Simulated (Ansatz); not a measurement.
Runs of Ansatz 0.2.0 on SiC2. It takes space group P6/mmm (No. 191, hexagonal). The conventional cell has a = 2.465 Å, b = 2.465 Å, c = 7.127 Å, α = 90.00°, β = 90.00°, γ = 120.00°. Si (site symmetry 6/mmm) has 6 Si at 2.46 Å as nearest neighbours. C (site symmetry -6m2) is surrounded by 3 C at 1.42 Å. The cell was built by a generator and needn't be a form met in nature.

| share of exact exchange | gap on the mesh (eV) | pressure (GPa) |
| --- | --- | --- |
| 0.5 | none | (b) |
| 0.3 | none | -1.6 |
| 0.2 | none | (a) |
| 0.15 | none | 0.5 |
| 0.1 | none | 1.2 |

Alike in all rows: task single point; level HSE06 form with a typed share of exact exchange; potentials or basis Ansatz PAW; no spin polarisation; cell as given; k mesh 6 × 6 × 2; cutoff (eV) 420; smearing fermi-dirac 0.05 eV; the mesh is coarse, so values aren't converged.

Task: Fill in the values left out.

Result: (a) -0.2; (b) -4.3.

Caveats: all runs use coarse meshes; the PAW data sets come from PBE, with cores solved anew for the run's functional, which leaves a small shift of forces and pressure; the thresholds are loose for stress.

A gap of «none» marks a metal or a gap under the smearing width.
